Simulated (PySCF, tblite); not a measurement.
# B₉N₉H₁₄: electronic excitations, NMR shifts

Aim: compute the electronic excitations, NMR shifts of B₉N₉H₁₄.

Computed with tblite 0.8.0 and PySCF 2.14.0 and routines of our own; the level stands in each step. Atoms count from 0.

### 1 The system as given

32 atoms, charge 0, multiplicity 1; geometry from: force field, distance geometry or constructed start.

### 2 Relaxing the molecule with GFN2-xTB

Job settings and geometry (Å):

```
{"job": {"kind": "relax", "xc": "GFN2-xTB", "basis": "xTB"}, "charge": 0, "multiplicity": 1}
B      2.516800     0.550200     0.855700
N      1.815000     1.756100     0.502500
B      1.512600     2.005000    -0.881200
N      0.190600     2.451100    -1.236300
B      0.974100     2.285500     1.556500
N     -0.411100     2.397800     1.202600
B     -0.793200     2.288400    -0.189700
N     -1.899000     1.455900    -0.532800
B     -2.327400     0.549900     0.509000
N     -2.277000    -0.835200     0.163100
B     -2.119000    -1.204700    -1.232200
N     -1.158300    -2.206200    -1.578000
B     -1.778800    -1.697500     1.210200
N     -0.600600    -2.440400     0.854600
B     -0.211800    -2.514900    -0.534100
N      1.158000    -2.296900    -0.875900
B      1.957700    -1.696300     0.162400
N      2.551000    -0.448100    -0.187400
H      3.006900     0.391500     1.907200
H      2.323400     1.856100    -1.706800
H     -0.040400     2.853300    -2.159600
H      1.389300     2.603900     2.600200
H     -1.122400     2.561900     1.947200
H     -2.368400     1.488900    -1.466800
H     -2.693000     0.928500     1.557700
H     -2.772400    -0.691800    -2.054900
H     -1.139100    -2.665100    -2.509600
H     -2.290300    -1.784300     2.253800
H     -0.040300    -2.913800     1.590700
H      1.551300    -2.547100    -1.809800
H      2.108900    -2.197700     1.207800
H      2.977700    -0.264300    -1.117200
```

Launch:

```bash
OMP_NUM_THREADS=1 python large_run.py task.json out
```

This one command runs all jobs of the session in turn.

Output:

```text
step      E/eV     max force
  0   -1226.06859    2.114
  1   -1226.56711    1.549
  2   -1226.91936    1.270
  3   -1227.26068    1.013
  4   -1227.39335    0.599
  5   -1227.44891    0.568
  6   -1227.54248    0.456
  7   -1227.58276    0.401
  8   -1227.60899    0.250
  9   -1227.62928    0.289
 10   -1227.65465    0.392
 11   -1227.68853    0.416
 12   -1227.72261    0.342
 13   -1227.74535    0.285
 14   -1227.75848    0.251
 15   -1227.76846    0.231
 16   -1227.77732    0.205
 17   -1227.78575    0.234
 18   -1227.79220    0.200
 19   -1227.79784    0.160
 20   -1227.80299    0.131
 21   -1227.80718    0.097
 22   -1227.80973    0.079
 23   -1227.81133    0.086
 24   -1227.81293    0.090
 25   -1227.81495    0.080
 26   -1227.81709    0.097
 27   -1227.81896    0.082
 28   -1227.82053    0.090
 29   -1227.82210    0.087
 30   -1227.82371    0.094
 31   -1227.82513    0.077
 32   -1227.82628    0.063
 33   -1227.82744    0.074
 34   -1227.82895    0.094
 35   -1227.83079    0.110
 36   -1227.83254    0.100
 37   -1227.83389    0.068
 38   -1227.83493    0.062
 39   -1227.83580    0.052
 40   -1227.83651    0.048
 41   -1227.83704    0.037
 42   -1227.83747    0.046
 43   -1227.83792    0.046
 44   -1227.83840    0.046
 45   -1227.83888    0.039
 46   -1227.83931    0.039
 47   -1227.83971    0.041
 48   -1227.84011    0.038
 49   -1227.84056    0.043
 50   -1227.84109    0.054
 51   -1227.84166    0.052
 52   -1227.84225    0.047
 53   -1227.84282    0.054
 54   -1227.84341    0.051
 55   -1227.84405    0.053
 56   -1227.84470    0.058
 57   -1227.84527    0.044
 58   -1227.84572    0.043
 59   -1227.84609    0.045
 60   -1227.84648    0.048
 61   -1227.84688    0.049
 62   -1227.84725    0.036
 63   -1227.84756    0.032
 64   -1227.84783    0.034
 65   -1227.84809    0.032
 66   -1227.84830    0.025
 67   -1227.84843    0.017
```

It took 1.9 s on 1 thread of Arm Neoverse N1, shared host; peak memory 0.16 GiB.

Along the way:

| step | energy from step 0 (eV) | largest force (eV/Å) |
| --- | --- | --- |
| 0 | 0.0000 | 2.1132 |
| 1 | -0.4985 | 1.5495 |
| 2 | -0.8508 | 1.2710 |
| 3 | -1.1921 | 1.0130 |
| 4 | -1.3248 | 0.5988 |
| 5 | -1.3803 | 0.5680 |
| 6 | -1.4739 | 0.4559 |
| 7 | -1.5142 | 0.4006 |
| 8 | -1.5404 | 0.2504 |
| 13 | -1.6768 | 0.2847 |
| 18 | -1.7236 | 0.1999 |
| 23 | -1.7427 | 0.0869 |
| 28 | -1.7519 | 0.0903 |
| 33 | -1.7588 | 0.0746 |
| 38 | -1.7663 | 0.0621 |
| 43 | -1.7693 | 0.0454 |
| 48 | -1.7715 | 0.0382 |
| 53 | -1.7742 | 0.0539 |
| 58 | -1.7771 | 0.0432 |
| 63 | -1.7790 | 0.0319 |
| 64 | -1.7792 | 0.0334 |
| 65 | -1.7795 | 0.0323 |
| 66 | -1.7797 | 0.0260 |
| 67 | -1.7798 | 0.0170 |

Distances of close pairs at the start and the end, largest changes first:

| bond | before (Å) | after (Å) | change (Å) |
| --- | --- | --- | --- |
| N5–H22 | 1.043 | 1.007 | -0.036 |
| B2–N3 | 1.440 | 1.406 | -0.034 |
| N7–H23 | 1.046 | 1.012 | -0.034 |
| N13–H28 | 1.039 | 1.007 | -0.032 |
| N15–H29 | 1.044 | 1.012 | -0.031 |
| B12–N13 | 1.438 | 1.407 | -0.030 |
| N11–H26 | 1.039 | 1.009 | -0.030 |
| B4–N5 | 1.434 | 1.407 | -0.027 |

The end geometry stands in the next job.

### 3 Vibrational analysis with GFN2-xTB

Job settings and geometry (Å):

```
{"job": {"kind": "ir", "xc": "GFN2-xTB", "basis": "xTB"}, "charge": 0, "multiplicity": 1}
B      2.716964     0.570224     0.788614
N      1.893150     1.676737     0.414531
B      1.479626     1.934970    -0.943976
N      0.129131     2.228675    -1.202435
B      1.034496     2.162167     1.474011
N     -0.322358     2.379154     1.169556
B     -0.845554     2.134173    -0.143006
N     -2.157445     1.621841    -0.393424
B     -2.595563     0.569766     0.501898
N     -2.416057    -0.783314     0.089615
B     -2.145299    -1.158238    -1.278881
N     -1.039023    -1.981923    -1.550259
B     -1.864073    -1.629815     1.128227
N     -0.717630    -2.383013     0.813936
B     -0.123884    -2.328709    -0.489733
N      1.283489    -2.385129    -0.728479
B      2.164776    -1.760219     0.233467
N      2.784153    -0.540191    -0.124642
H      3.146622     0.460737     1.871046
H      2.248311     1.882914    -1.836049
H     -0.185566     2.320144    -2.156474
H      1.434316     2.294687     2.567746
H     -0.975663     2.543806     1.918065
H     -2.300468     1.393179    -1.369104
H     -2.887406     0.830910     1.607012
H     -2.816162    -0.764659    -2.162885
H     -0.789814    -2.180203    -2.507448
H     -2.305885    -1.625507     2.213135
H     -0.203906    -2.831372     1.554913
H      1.524429    -2.204877    -1.695148
H      2.236405    -2.167619     1.327403
H      2.606757    -0.260036    -1.082423
```

Output:

```text
mode    cm-1     km/mol
  1      55.3      0.10
  2      64.6      0.19
  3      71.0      0.05
  4      95.6      1.47
  5     153.4      1.07
  6     164.5      1.68
  7     165.5      1.63
  8     202.7      0.33
  9     239.5      4.26
 10     245.4      1.93
 11     252.9      2.12
 12     290.5      1.35
 13     291.8      0.64
 14     329.2      0.49
 15     354.5      1.79
 16     371.6      0.89
 17     377.1      2.66
 18     395.6      6.45
 19     428.0      8.43
 20     456.4     14.07
 21     488.5      1.62
 22     495.6      4.64
 23     502.2      2.73
 24     505.3      2.25
 25     558.4      9.21
 26     565.0     86.28
 27     647.5      0.55
 28     652.4      1.69
 29     664.0     76.23
 30     668.0     39.03
 31     694.8     19.24
 32     695.9     10.50
 33     729.1    266.81
 34     742.5    175.87
 35     752.1     85.82
 36     764.4     23.21
 37     769.9     17.98
 38     779.7     37.76
 39     782.3    190.97
 40     788.3    176.37
 41     795.0     71.79
 42     802.1     71.56
 43     817.1     44.04
 44     861.7     26.44
 45     872.6     18.40
 46     880.5     18.30
 47     979.5      3.05
 48     984.7      0.95
 49     999.3      3.20
 50    1015.4     11.89
 51    1019.8      4.32
 52    1044.3     15.41
 53    1050.9     11.60
 54    1055.2     40.88
 55    1075.7      5.06
 56    1096.8     23.49
 57    1131.1      6.13
 58    1134.6      7.03
 59    1145.2     27.77
 60    1151.2     28.32
 61    1193.6      7.55
 62    1204.8     17.06
 63    1210.2     20.85
 64    1223.2      8.12
 65    1230.2    127.62
 66    1242.7    117.64
 67    1255.0     44.10
 68    1281.7     53.08
 69    1293.7    151.34
 70    1309.3    341.78
 71    1324.2    353.69
 72    1332.5    262.58
 73    1349.1   1005.27
 74    1356.5    293.01
 75    1402.6    460.08
 76    1421.6   1797.94
 77    2540.1    222.64
 78    2552.3    230.88
 79    2598.6     61.94
 80    2607.8    104.81
 81    2616.3    288.82
 82    2630.6     43.75
 83    2639.3    366.42
 84    3391.3      5.01
 85    3404.7      8.23
 86    3411.2      2.20
 87    3453.6      2.30
 88    3454.3      4.77
 89    3483.4      0.04
 90    3484.2      0.01
```

Run time: 5.1 s. Hardware: 1 thread of Arm Neoverse N1, shared host; peak memory 0.16 GiB.

The strongest bands and the atoms that carry them (share of the mass-weighted mode):

| cm⁻¹ | km/mol | atoms |
| --- | --- | --- |
| 1309 | 341.8 | B6 15 %, N3 12 % |
| 1324 | 353.7 | B14 20 %, B12 15 %, B6 12 % |
| 1349 | 1005.3 | B6 14 %, H23 13 %, N7 11 % |
| 1356 | 293.0 | B14 17 %, N15 17 %, H29 11 %, B10 11 % |
| 1403 | 460.1 | N17 10 % |
| 1422 | 1797.9 | B14 11 %, B6 10 %, N13 10 % |
| 2616 | 288.8 | H27 80 %, H24 11 % |
| 2639 | 366.4 | H30 51 %, H18 39 % |

### 4 Electronic excitations: TDA PBE0/def2-SVP

Settings changed since step 3:

```diff
@@ -1,2 +1,2 @@
-{"job": {"kind": "ir", "xc": "GFN2-xTB", "basis": "xTB"}, "charge": 0, "multiplicity": 1}
+{"job": {"kind": "uv", "basis": "def2-SVP", "grid": 1, "kgrid": 0, "vcut": 1.5, "nstates": 6, "ntriplets": 2, "tda": true, "delta": [], "pop": true, "xc": "PBE0"}, "charge": 0, "multiplicity": 1}
 B      2.716964     0.570224     0.788614
```

Method: TDA PBE0/def2-SVP, vertical, gas phase, core orbitals frozen in the response, virtual orbitals cut by energy.

Output:

```text
start: PBE on a coarse grid of 26323 points
cycle   1  E = -723.6584624571  dE =  2.439e+00  |g| = 1.131e+00  |ddm| = 6.660e+00
cycle   2  E = -723.0314438467  dE =  6.270e-01  |g| = 1.997e+00  |ddm| = 3.483e+00
cycle   3  E = -723.9556711996  dE = -9.242e-01  |g| = 1.854e-01  |ddm| = 2.389e+00
cycle   4  E = -723.9642824062  dE = -8.611e-03  |g| = 7.103e-02  |ddm| = 2.658e-01
cycle   5  E = -723.9652481808  dE = -9.658e-04  |g| = 3.164e-02  |ddm| = 8.996e-02
cycle   6  E = -723.9654666259  dE = -2.184e-04  |g| = 1.010e-02  |ddm| = 3.777e-02
cycle   7  E = -723.9654932423  dE = -2.662e-05  |g| = 2.238e-03  |ddm| = 1.272e-02
final grid: 115180 points
cycle   8  E = -724.1591336173  dE = -1.172e-02  |g| = 3.103e-02  |ddm| = 4.660e-01
cycle   9  E = -724.1592660587  dE = -1.324e-04  |g| = 2.320e-02  |ddm| = 7.157e-02
cycle  10  E = -724.1594060274  dE = -1.400e-04  |g| = 7.352e-03  |ddm| = 3.353e-02
cycle  11  E = -724.1594172243  dE = -1.120e-05  |g| = 2.505e-03  |ddm| = 7.872e-03
cycle  12  E = -724.1594182712  dE = -1.047e-06  |g| = 6.600e-04  |ddm| = 2.751e-03
cycle  13  E = -724.1594182816  dE = -1.043e-08  |g| = 2.297e-04  |ddm| = 8.430e-04
cycle  14  E = -724.1594179751  dE =  3.065e-07  |g| = 4.698e-05  |ddm| = 2.496e-04
converged SCF energy = -724.1594179751

Static polarisability (au): isotropic 151.616, principal 140.063 147.470 167.315

Singlet excitations
state   eV       nm        f      main configurations
  1   5.4905    225.8   0.01849   H->L 0.82
  2   5.8282    212.7   0.07068   H-1->L 0.38, H->L+1 0.33, H-1->L+1 0.21
  3   5.9042    210.0   0.02646   H-1->L 0.46, H-1->L+1 0.19, H->L+1 0.13
  4   6.1328    202.2   0.02970   H->L+1 0.45, H-1->L+1 0.44
  5   6.3747    194.5   0.01138   H->L+2 0.44, H-1->L+3 0.17, H-1->L+2 0.10
  6   6.4759    191.5   0.09884   H-1->L+2 0.51, H->L+2 0.25

Triplet excitations (Tamm-Dancoff, eV): 5.1695 5.3331
```

It took 73 s on 1 thread of Arm Neoverse N1, shared host; peak memory 0.63 GiB.

The orbitals next to the gap, with their largest atomic shares:

| orbital | eV | atoms |
| --- | --- | --- |
| HOMO−4 | -8.34 | N7 16 %, N1 13 %, N17 9 % |
| HOMO−3 | -8.28 | N11 24 %, N13 24 %, B10 10 % |
| HOMO−2 | -8.18 | N5 28 %, N3 24 %, N13 11 % |
| HOMO−1 | -7.09 | N15 29 %, N17 20 %, N1 9 % |
| HOMO | -7.01 | N7 34 %, N1 12 %, N9 12 % |
| LUMO | -0.26 | B8 31 %, B10 26 %, B2 9 % |
| LUMO+1 | -0.06 | B2 30 %, B0 29 %, B10 7 % |
| LUMO+2 | 0.41 | B16 37 %, B4 19 %, B6 7 % |
| LUMO+3 | 0.51 | B12 39 %, B14 23 %, N9 8 % |

With each of the 6 states as a Gaussian band of 0.4 eV half-width at 1/e, the curve within the window shown has maxima at 199 nm (ε 5,900) L/(mol cm). Beyond the last state computed it falls off for lack of states. The curve at chosen wavelengths:

(nm, ε (L/mol/cm)): (183, 2559), (186, 3725), (189, 4753), (191, 5262), (194, 5720), (197, 5884), (200, 5895), (203, 5861), (205, 5826), (208, 5723), (211, 5501), (214, 5118), (217, 4580), (219, 4157), (222, 3478), (225, 2803), (228, 2185), (231, 1653), (233, 1352), (236, 979), (239, 692), (242, 478), (245, 322), (247, 245), (250, 159), (253, 101)

Further results of this job:

| property | computed |
| --- | --- |
| dipole moment (D) | 3.50 |
| polarisability (Å³) | 22.47 |
| HOMO–LUMO gap (eV) | 6.76 |
| −ε(HOMO) (eV) | 7.01 |

### 5 NMR shifts: GIAO KT3/pcSseg-1

Settings changed since step 4:

```diff
@@ -1,2 +1,2 @@
-{"job": {"kind": "uv", "basis": "def2-SVP", "grid": 1, "kgrid": 0, "vcut": 1.5, "nstates": 6, "ntriplets": 2, "tda": true, "delta": [], "pop": true, "xc": "PBE0"}, "charge": 0, "multiplicity": 1}
+{"job": {"kind": "nmr", "xc": "KT3", "basis": "pcSseg-1", "pop": false}, "charge": 0, "multiplicity": 1}
 B      2.716964     0.570224     0.788614
```

Method: GIAO KT3/pcSseg-1 NMR shielding, non-relativistic, gas phase.

Output:

```text
start: PBE on a coarse grid of 26323 points
cycle   1  E = -724.1068301671  dE =  2.532e+00  |g| = 1.169e+00  |ddm| = 5.337e+00
cycle   2  E = -723.4593839788  dE =  6.474e-01  |g| = 2.059e+00  |ddm| = 2.825e+00
cycle   3  E = -724.4112407199  dE = -9.519e-01  |g| = 1.955e-01  |ddm| = 2.000e+00
cycle   4  E = -724.4203666076  dE = -9.126e-03  |g| = 7.153e-02  |ddm| = 2.250e-01
cycle   5  E = -724.4213088213  dE = -9.422e-04  |g| = 3.148e-02  |ddm| = 7.319e-02
cycle   6  E = -724.4215079916  dE = -1.992e-04  |g| = 1.100e-02  |ddm| = 3.276e-02
cycle   7  E = -724.4215390919  dE = -3.110e-05  |g| = 2.365e-03  |ddm| = 1.143e-02
final grid: 244082 points
cycle   8  E = -737.0132138091  dE = -3.679e-02  |g| = 1.332e-01  |ddm| = 4.595e-01
cycle   9  E = -737.0052580868  dE =  7.956e-03  |g| = 2.318e-01  |ddm| = 2.646e-01
cycle  10  E = -737.0171431203  dE = -1.189e-02  |g| = 1.334e-02  |ddm| = 1.687e-01
cycle  11  E = -737.0171786841  dE = -3.556e-05  |g| = 6.906e-03  |ddm| = 1.782e-02
cycle  12  E = -737.0171878922  dE = -9.208e-06  |g| = 2.052e-03  |ddm| = 6.328e-03
cycle  13  E = -737.0171915872  dE = -3.695e-06  |g| = 4.725e-04  |ddm| = 2.107e-03
cycle  14  E = -737.0171896365  dE =  1.951e-06  |g| = 1.835e-04  |ddm| = 4.894e-04
cycle  15  E = -737.0171886596  dE =  9.769e-07  |g| = 6.103e-05  |ddm| = 1.771e-04
converged SCF energy = -737.0171886596

GIAO shielding tensors (ppm)
atom      isotropic    diamagn.    paramagn.     s11        s22        s33       span
  0 B       70.017     204.688    -134.670     50.236     54.702    105.114     54.878
  1 N       85.312     341.598    -256.286      1.254     23.520    231.162    229.908
  2 B       75.204     208.562    -133.358     46.833     62.971    115.807     68.974
  3 N      127.866     334.877    -207.010     25.299    157.415    200.884    175.585
  4 B       75.995     204.638    -128.643     50.237     66.624    111.123     60.886
  5 N      137.552     333.230    -195.677     40.703    153.143    218.812    178.109
  6 B       80.562     208.387    -127.826     60.506     73.576    107.604     47.097
  7 N      142.313     337.558    -195.245     75.169    137.265    214.506    139.337
  8 B       67.446     205.360    -137.914     47.750     49.501    105.088     57.338
  9 N       80.615     342.135    -261.520      5.056     12.011    224.779    219.723
 10 B       74.148     207.600    -133.452     45.835     60.718    115.891     70.055
 11 N      127.716     333.878    -206.162     27.568    155.470    200.108    172.540
 12 B       75.803     205.296    -129.493     49.048     66.642    111.719     62.670
 13 N      138.241     333.684    -195.442     43.627    152.641    218.456    174.829
 14 B       80.588     208.427    -127.839     59.814     74.504    107.446     47.632
 15 N      152.930     336.563    -183.633     83.234    172.980    202.575    119.341
 16 B       72.809     206.657    -133.848     47.709     57.286    113.432     65.723
 17 N       98.660     340.908    -242.247     -3.571    100.141    199.411    202.983
 18 H       26.846      34.274      -7.428     25.182     26.901     28.456      3.275
 19 H       26.935      35.488      -8.553     25.085     27.442     28.279      3.193
 20 H       26.814      38.014     -11.200     24.127     25.904     30.410      6.284
 21 H       27.240      33.291      -6.051     24.858     27.324     29.540      4.682
 22 H       26.771      35.956      -9.185     22.768     26.511     31.035      8.267
 23 H       29.086      41.961     -12.875     25.759     29.354     32.143      6.384
 24 H       26.734      36.100      -9.366     25.215     26.685     28.303      3.088
 25 H       26.882      34.843      -7.961     24.997     27.380     28.270      3.273
 26 H       26.831      36.763      -9.932     23.681     26.070     30.740      7.059
 27 H       27.217      33.944      -6.726     25.022     27.202     29.429      4.407
 28 H       26.760      36.835     -10.075     22.827     26.353     31.100      8.273
 29 H       28.906      41.074     -12.167     25.866     28.513     32.341      6.474
 30 H       27.154      36.949      -9.795     25.150     27.269     29.042      3.892
 31 H       27.704      45.028     -17.323     26.095     26.658     30.359      4.264
```

It took 66 s on 1 thread of Arm Neoverse N1, shared host; peak memory 0.61 GiB.

Shifts follow as δ = σ(reference) − σ, with reference shieldings (ppm) from runs at the same level and on the same kind of geometry: ¹H TMS 31.76, ¹⁵N NH3 264.4, ¹¹B BF3·OEt2 100.0. The references are single molecules in the gas phase, so shifts against H2O, NH3, PH3, H3PO4 or CFCl3 are not on the usual liquid scales and can be off by tens of ppm.

| atoms | environment | σ (ppm) | δ (ppm) |
| --- | --- | --- | --- |
| H24 | hydrogen on a boron bonded to 2 N | 26.73 | 5.03 |
| H28 | hydrogen on a nitrogen bonded to 2 B | 26.76 | 5.00 |
| H22 | hydrogen on a nitrogen bonded to 2 B | 26.77 | 4.99 |
| H20 | hydrogen on a nitrogen bonded to 2 B | 26.81 | 4.95 |
| H26 | hydrogen on a nitrogen bonded to 2 B | 26.83 | 4.93 |
| H18 | hydrogen on a boron bonded to 2 N | 26.85 | 4.91 |
| H25 | hydrogen on a boron bonded to 2 N | 26.88 | 4.88 |
| H19 | hydrogen on a boron bonded to 2 N | 26.94 | 4.82 |
| H30 | hydrogen on a boron bonded to 2 N | 27.15 | 4.61 |
| H27 | hydrogen on a boron bonded to 2 N | 27.22 | 4.54 |
| H21 | hydrogen on a boron bonded to 2 N | 27.24 | 4.52 |
| H31 | hydrogen on a nitrogen bonded to 2 B | 27.70 | 4.06 |
| H29 | hydrogen on a nitrogen bonded to 2 B | 28.91 | 2.85 |
| H23 | hydrogen on a nitrogen bonded to 2 B | 29.09 | 2.67 |
| B8 | boron bonded to 2 N, H | 67.4 | 32.5 |
| B0 | boron bonded to 2 N, H | 70.0 | 30.0 |
| B16 | boron bonded to 2 N, H | 72.8 | 27.2 |
| B10 | boron bonded to 2 N, H | 74.1 | 25.8 |
| B2 | boron bonded to 2 N, H | 75.2 | 24.8 |
| B12 | boron bonded to 2 N, H | 75.8 | 24.2 |
| B4 | boron bonded to 2 N, H | 76.0 | 24.0 |
| B6 | boron bonded to 3 N | 80.6 | 19.4 |
| B14 | boron bonded to 3 N | 80.6 | 19.4 |
| N9 | nitrogen bonded to 3 B | 80.6 | 183.8 |
| N1 | nitrogen bonded to 3 B | 85.3 | 179.1 |
| N17 | nitrogen bonded to 2 B, H | 98.7 | 165.7 |
| N11 | nitrogen bonded to 2 B, H | 127.7 | 136.7 |
| N3 | nitrogen bonded to 2 B, H | 127.9 | 136.5 |
| N5 | nitrogen bonded to 2 B, H | 137.6 | 126.8 |
| N13 | nitrogen bonded to 2 B, H | 138.2 | 126.2 |
| N7 | nitrogen bonded to 2 B, H | 142.3 | 122.1 |
| N15 | nitrogen bonded to 2 B, H | 152.9 | 111.5 |

Ring of atoms N1, B2, N3, B4, N5, B6: NICS(0) -3.0, NICS(1) -3.2, NICS(1)zz -4.9 ppm (means of both faces).

Ring of atoms N9, B10, N11, B12, N13, B14: NICS(0) -3.0, NICS(1) -3.2, NICS(1)zz -5.1 ppm (means of both faces).

### 6 What came out

| quantity | value |
| --- | --- |
| strongest single infrared mode (GFN2-xTB) | 1422 cm⁻¹, 1798 km/mol |
| zero-point energy (GFN2-xTB) | 144.5 kcal/mol |
| lowest singlet (PBE0/def2-SVP) | 5.49 eV (226 nm), f = 0.018 |
| brightest single state of those computed | state 6, 6.48 eV, f = 0.099 |
| lowest triplet | 5.17 eV |
| ¹H shifts against TMS (KT3/pcSseg-1) | 5.03, 5.00, 4.99, 4.95, 4.93, 4.91, 4.88, 4.82, 4.61, 4.54, 4.52, 4.06, 2.85, 2.67 ppm |
| ¹¹B shifts against BF3·OEt2 (KT3/pcSseg-1) | 32.5, 30.0, 27.2, 25.8, 24.8, 24.2, 24.0, 19.4, 19.4 ppm |
| ¹⁵N shifts against NH3 (KT3/pcSseg-1) | 183.8, 179.1, 165.7, 136.7, 136.5, 126.8, 126.2, 122.1, 111.5 ppm |

In words: No mode is imaginary among the 90: a minimum at this level. The strongest single mode, at 1422 cm⁻¹, has its largest shares on B14, B6 and N13 (the list is cut at 3 atoms). Unscaled tight-binding wavenumbers are off by several per cent, some by more. Its intensities can rank the bands wrongly. The first singlet state (HOMO→LUMO 0.82) lies at 5.49 eV and is weak; of the 6 states computed, the strongest absorption comes from state 6 at 6.48 eV (the last computed, so partners may be missing). The lowest triplet lies 0.32 eV below the lowest singlet.
